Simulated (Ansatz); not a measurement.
Working through cell relaxations under several functionals of Pt, space group Im-3m

With Ansatz's Python interface.

Input file `pt.cif`:
```cif
data_Pt
_cell_length_a 2.743950
_cell_length_b 2.743950
_cell_length_c 2.743950
_cell_angle_alpha 109.47122
_cell_angle_beta 109.47122
_cell_angle_gamma 109.47122
_symmetry_space_group_name_H-M 'P 1'
_symmetry_Int_Tables_number 1
loop_
_symmetry_equiv_pos_as_xyz
'x, y, z'
loop_
_atom_site_label
_atom_site_type_symbol
_atom_site_fract_x
_atom_site_fract_y
_atom_site_fract_z
Pt1 Pt    0.000000    0.000000    0.000000
```

Notebook, run cell by cell (the value of a cell's last expression is shown):

```python
import warnings

import ansatz
from ase.io import read
import numpy as np
```

```python
def edges_and_angles(cell):
    cell = np.asarray(cell)
    a, b, c = np.linalg.norm(cell, axis=1)
    cosines = cell[1] @ cell[2] / (b * c), cell[0] @ cell[2] / (a * c), cell[0] @ cell[1] / (a * b)
    return (a, b, c, *np.degrees(np.arccos(cosines)))
```

```python
warnings.simplefilter('ignore', ansatz.DeckWarning)
```

```python
atoms = read('pt.cif')
crystal = ansatz.Crystal.from_ase(atoms)
```

```python
base = (
    crystal.calculation()
    .basis(530)
    .kpoints(mesh=(13, 13, 13))
    .occupations('fermi_dirac', width=0.05)
    .scf(tolerance=1e-09)
    .relax(cell=True)
)
```

```python
levels = [('pbesol', 'none'), ('pbesol', 'd3bj'), ('blyp', 'd3bj')]
print('level            a       b       c    alpha   beta  gamma  V/atom  steps')
for name, dispersion in levels:
    seen = []
    run = base.functional(name, dispersion=dispersion).session().plan()
    out = run.execute(on_event=lambda e: seen.append(e) if e['event'] == 'relax_step' else None)
    cell = out.lattice.cell_ang
    label = name if dispersion == 'none' else f'{name}+{dispersion}'
    print('{:13s} {:7.4f} {:7.4f} {:7.4f} {:6.2f} {:6.2f} {:6.2f}'.format(label, *edges_and_angles(cell)), f'{abs(np.linalg.det(cell)) / len(out.lattice.sites):7.3f} {len(seen):5d}')
```

    level            a       b       c    alpha   beta  gamma  V/atom  steps
    pbesol         2.7031  2.7031  2.7031 109.47 109.47 109.47  15.205     5
    pbesol+d3bj    2.6781  2.6781  2.6781 109.47 109.47 109.47  14.786     6
    blyp+d3bj      2.7235  2.7235  2.7235 109.47 109.47 109.47  15.551     5

From smallest to largest: PBEsol+D3BJ (14.79 Å³ an atom, -7.0 % against the start), PBEsol (15.20 Å³ an atom, -4.4 % against the start) and BLYP+D3BJ (15.55 Å³ an atom, -2.2 % against the start). The spread is 5.2 % in volume.

Reading the output:
- BLYP and dispersion corrections can be off by several per cent in the lattices of metals, and by several GPa in the pressure at a fixed cell.
- The mesh is modest for a metal, so energies can be off by several to tens of meV an atom and pressures by half a GPa or more; differences at equal mesh fare better.
- The program warned that this SCF threshold is loose for forces or stresses.
- Edges and angles are those of the cell as typed, here a primitive one, not of the conventional cell.
- Spin-orbit coupling, which matters for elements this heavy, is left out.
- This isn't the structure that Pt takes at ambient conditions.
- The script silences the warnings on its input, which a real study should read.
- Timing: 34 s on 1 thread of Arm Neoverse N1, with other jobs on the host, peak memory 0.44 GiB.
